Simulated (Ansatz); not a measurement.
**BFH3ISi: basis-set convergence**

One table from this session's results is given with a row withheld; the runs are named, their logs left out.

The runs use Ansatz 0.2.0, Gaussian basis; one geometry, several basis sets.

The runs, in order: PBE0-D4/def2-SVP; ωB97M-V/def2-SVP; PBE0-D4/def2-QZVPP; ωB97M-V/def2-QZVPP; the functionals' def2-TZVPP values are taken from earlier runs.

1 further run of the same task is left out (for a known fault of the program).

**The geometry**

An earlier PBE0-D4 in a triple-zeta def2 set relaxation fixed the geometry. I takes the def2 core potential; no spin-orbit term is included.

SMILES `B[SiH](F)I`, 7 atoms, charge 0, spin multiplicity 1.

Atoms are counted from 1 here; the program's logs count them from 0.

Bond lengths: B1–Si2 1.942 Å, B1–H5 1.193 Å, B1–H6 1.192 Å, Si2–F3 1.591 Å, Si2–I4 2.514 Å, Si2–H7 1.478 Å. Angles: Si2–B1–H5 118.4°, Si2–B1–H6 119.2°, H5–B1–H6 122.3°, B1–Si2–F3 122.5°, B1–Si2–I4 70.7°, B1–Si2–H7 128.3°, F3–Si2–I4 110.8°, F3–Si2–H7 106.7°, I4–Si2–H7 107.6°.

As a file:

```
B    -0.14500    0.93072    0.56829
Si    0.58011   -0.61630   -0.35438
F     1.13537   -0.54141   -1.84381
I    -1.92970   -0.75859   -0.34333
H    -0.30807    0.86387    1.74781
H    -0.37335    1.92306   -0.05113
H     1.10185   -1.86944    0.23085
```

The first run:

Input file in.yaml:

```yaml
crystal:
  periodic: [false, false, false]
  atoms:
    - {symbol: B, position_ang: [-0.145003, 0.930719, 0.568285]}
    - {symbol: Si, position_ang: [0.580112, -0.616301, -0.354379]}
    - {symbol: F, position_ang: [1.135370, -0.541412, -1.843806]}
    - {symbol: I, position_ang: [-1.929696, -0.758593, -0.343333]}
    - {symbol: H, position_ang: [-0.308075, 0.863868, 1.747810]}
    - {symbol: H, position_ang: [-0.373354, 1.923057, -0.051126]}
    - {symbol: H, position_ang: [1.101846, -1.869439, 0.230849]}
basis:
  gaussian: {orbitals: def2-SVP}
hamiltonian: {xc: pbe0, dispersion: d4}
output: {orbitals: {seedname: orbitals}}
```

Started as:

```
ansatz run in.yaml --threads 2 --pin off --events-out ev --progress --plain --max-ram 4352MiB
```

Among the steps run: PBE0-D4 in def2-SVP; ωB97M-V in def2-SVP; PBE0-D4 in def2-QZVPP; ωB97M-V in def2-QZVPP.

One of the session's tables, all rows but one given; the rest of the session is left out.

It belongs to the step «Functionals by basis». 

```
functional       basis  HOMO (eV)  LUMO (eV)
   PBE0-D4    def2-SVP          ?          ?
   PBE0-D4  def2-TZVPP      -7.99      -1.64
   PBE0-D4  def2-QZVPP      -8.00      -1.68
   ωB97M-V    def2-SVP     -10.01       0.42
   ωB97M-V  def2-TZVPP     -10.04       0.16
   ωB97M-V  def2-QZVPP     -10.05       0.01
```

**Question.** Estimate the row for PBE0-D4, def2-SVP.

As computed: HOMO (eV): -7.98; LUMO (eV): -1.53. In the column «HOMO (eV)» it is the highest.
